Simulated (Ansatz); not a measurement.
**BiTe (rocksalt): equation of state and elastic constants**

How stiff is BiTe (rocksalt)? Energies and pressures are computed at volumes on both sides of the relaxed cell and fitted, then the elastic tensor.

Computed with Ansatz 0.2.0 (DFT PBEsol, scalar-relativistic, plane waves, PAW, unless a step's input says otherwise).

## Step 1: The system as given

The structure is cubic, space group Fm-3m (No. 225). Conventional cell: a = 6.389 Å, b = 6.389 Å, c = 6.389 Å, α = 90.00°, β = 90.00°, γ = 90.00°. Bi (site symmetry m-3m) is surrounded by 6 Te at 3.19 Å. Te (site symmetry m-3m) has 6 Bi at 3.19 Å as nearest neighbours.

As a file:

```
CELL_PARAMETERS angstrom
0.00000 3.19451 3.19451
3.19451 0.00000 3.19451
3.19451 3.19451 0.00000
ATOMIC_POSITIONS crystal
Bi 0.50000 0.50000 0.50000
Te 0.00000 0.00000 0.00000
```

An earlier run at PBEsol left this cell at 32.600 Å³/atom and 0.02 GPa (8×8×8 mesh).

Volume factors to run: 0.980, 1.020, 0.960, 1.040.

## Step 2: At 0.980 of the relaxed volume

input.yaml

```yaml
crystal:
  lattice:
    - [0.0, 3.1730738497, 3.1730738497]
    - [3.1730738497, 0.0, 3.1730738497]
    - [3.1730738497, 3.1730738497, 0.0]
  atoms:
    - { symbol: Bi, position: [0.5, 0.5, 0.5] }
    - { symbol: Te, position: [0.0, 0.0, 0.0] }
basis:
  ecutwfc: 420
  ecutrho_ratio: 4
kpoints:
  mp_grid: { grid: [8, 8, 8] }
hamiltonian:
  xc: pbesol
scf:
  occupations: { method: gaussian, width: 0.05 }
output:
  forces: true
  stress: true
  eigenvalues: true
```

Further steps of the session: At 1.020 of the relaxed volume; Volume × 0.960; Volume × 1.040; Elastic constants, atoms relaxed.

Before running it: what results should come out? Wanted: V0; B0; scatter of the fit; C11, C12, C44.

As calculated:

| quantity | value |
| --- | --- |
| V0 | 32.599 Å³/atom |
| B0 | 55 GPa |
| scatter of the fit | 0.003 meV/atom |
| C11, C12, C44 | 66, 49, -17 GPa |

**Reading.** A third-order Birch–Murnaghan fit puts the minimum at 32.60 Å³/atom with a bulk modulus of 55 GPa. One per cent of compression takes about 0.55 GPa. The tensor has a negative eigenvalue (-17 GPa), so the cell is mechanically unstable at this level. These are values at 0 K without zero-point motion. Spin–orbit coupling is left out, though the cell holds Bi; in elements this heavy it can shift levels and gaps by tenths of an eV. Spin polarisation wasn't allowed in this run.
